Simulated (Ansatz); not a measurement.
# BH2O (SMILES [BH]O): UBHLYP/cc-pVTZ

What is the electronic atomisation energy of BH2O at UBHLYP/cc-pVTZ? 

Program for the calculation: Ansatz 0.2.0.

50 further runs of the same task are left out: 50 set aside as unsound or not needed.

## Step 1: The structure to begin with

BH2O has 4 atoms, charge 0, and is taken as a doublet. SMILES: `[BH]O`. The coordinates come from a PBE0-D4/def2-TZVP relaxation.

Bond lengths: B1–O2 1.333 Å, B1–H3 1.201 Å, O2–H4 0.961 Å. Angles: B1–O2–H4 114.6°, O2–B1–H3 121.0°.

## Step 2: A single-point energy at UBHLYP/cc-pVTZ

input.yaml

```yaml
crystal:
  periodic: [false, false, false]
  atoms:
    - {symbol: B, position_ang: [-0.006100, -0.485500, 0.388300]}
    - {symbol: O, position_ang: [0.119700, 0.544500, -0.448600]}
    - {symbol: H, position_ang: [-1.064200, -1.032400, 0.540300]}
    - {symbol: H, position_ang: [1.006100, 0.913200, -0.500300]}
basis:
  gaussian: {orbitals: cc-pVTZ}
magnetization: {spin_polarized: true, initial_magnetization: 1}
hamiltonian: {xc: {name: BHLYP}}
accuracy: high
output: {orbitals: {seedname: orbitals}}
```

Run with:

```bash
$ ansatz run input.yaml --threads 1 --pin off --max-ram 3480MiB --events-out events.jsonl --progress --plain --runs-dir runs
```

Output:

```text
Warning: RAYON_NUM_THREADS=1 ignored (pool sized by the plan → 1); use --threads N
Functional definition: BHLYP
  name "BHLYP"
  parameter a = 0.5
  exchange = (1 - a)*b88_x + a*exact_x
  correlation = lyp_c
1459 factors; integrals over basis functions are off by at most 3.0e-9 eV
mean field evaluation 1: about -2751.7661 eV, gradient 2.9e1 eV
mean field evaluation 2: about -2750.5132 eV, gradient 3.5e1 eV
mean field evaluation 4: about -2754.5004 eV, gradient 6.9e-1 eV
mean field evaluation 8: about -2754.5059 eV, gradient 1.8e-2 eV
mean field evaluation 16: about -2754.5059 eV, gradient 7.0e-6 eV
mean field -2754.50587675 eV, -101.2262238995 hartree, gradient 8.8e-8 eV, S^2 0.752104; 0 other end points of the search recorded, 0 dependent functions left out
reference -2754.50589743 eV, -101.2262246594 hartree; 8, 7 occupied and 80, 81 virtual orbitals, 1459 factors
Total energy: -2754.50589743 eV, -101.2262246594 hartree
```

Run time: 4.2 s. Hardware: 1 thread of Arm Neoverse V1, shared host; peak memory 0.21 GiB.

## Step 3: The B atom at the same level

in.yaml

```yaml
crystal:
  periodic: [false, false, false]
  atoms:
    - {symbol: B, position_ang: [0.000000, 0.000000, 0.000000]}
basis:
  gaussian:
    orbitals: cc-pVTZ
magnetization:
  spin_polarized: true
  initial_magnetization: 1
hamiltonian:
  xc: {name: BHLYP}
accuracy: high
```

Run with:

```bash
$ ansatz run in.yaml --threads 1 --pin off --max-ram 3480MiB --events-out events.jsonl --progress --plain --runs-dir runs
```

Output:

```text
Warning: RAYON_NUM_THREADS=1 ignored (pool sized by the plan → 1); use --threads N
[... 5 set-up lines as earlier in the session ...]
294 factors; integrals over basis functions are off by at most 2.4e-9 eV
mean field evaluation 1: about -670.7430 eV, gradient 3.0e0 eV
mean field evaluation 2: about -670.8472 eV, gradient 8.5e-1 eV
mean field evaluation 4: about -670.8572 eV, gradient 7.0e-2 eV
mean field evaluation 8: about -670.8573 eV, gradient 3.5e-4 eV
mean field evaluation 16: about -670.8573 eV, gradient 6.2e-9 eV
mean field -670.85725151 eV, -24.6535492695 hartree, gradient 6.2e-9 eV, S^2 0.754636; 0 other end points of the search recorded, 0 dependent functions left out
reference -670.85726703 eV, -24.6535498398 hartree; 3, 2 occupied and 27, 28 virtual orbitals, 294 factors
Total energy: -670.85726703 eV, -24.6535498398 hartree
```

Run time: 0.46 s. Hardware: 1 thread of Arm Neoverse V1, shared host.

## Step 4: The H atom at the same level

in.yaml: that of step 3 with these lines changed.

```diff
@@ -3,3 +3,4 @@
   atoms:
-    - {symbol: B, position_ang: [0.000000, 0.000000, 0.000000]}
+    - symbol: H
+      position_ang: [0.000000, 0.000000, 0.000000]
 basis:
```

Run the same way, it converges to -0.49855 Eh (log not shown).

## Step 5: The O atom, same level

molecule.yaml

```yaml
crystal:
  periodic: [false, false, false]
  atoms:
    - {symbol: O, position_ang: [0.000000, 0.000000, 0.000000]}
basis:
  gaussian: {orbitals: cc-pVTZ}
magnetization: {spin_polarized: true, initial_magnetization: 2}
hamiltonian: {xc: {name: BHLYP}}
accuracy: high
```

Run the same way, it converges to -75.07293 Eh (log not shown).

## Step 6: What came out

At UBHLYP/cc-pVTZ:

| quantity | value |
| --- | --- |
| molecule: total energy | -101.22622 Eh |
| molecule: HOMO energy (highest over α and β) | -6.76 eV |
| molecule: LUMO energy (lowest over α and β) | -0.23 eV |
| molecule: ⟨S²⟩ | 0.752 |
| B atom: total energy | -24.65355 Eh |
| B atom: ⟨S²⟩ | 0.755 |
| H atom: total energy | -0.49855 Eh |
| H atom: ⟨S²⟩ | 0.750 |
| O atom: total energy | -75.07293 Eh |
| O atom: ⟨S²⟩ | 2.004 |
| electronic atomisation energy | 13.678 eV |

In words: Taking the molecule apart into free atoms costs 13.68 eV (1320 kJ/mol), before zero-point energy and without spin-orbit coupling.
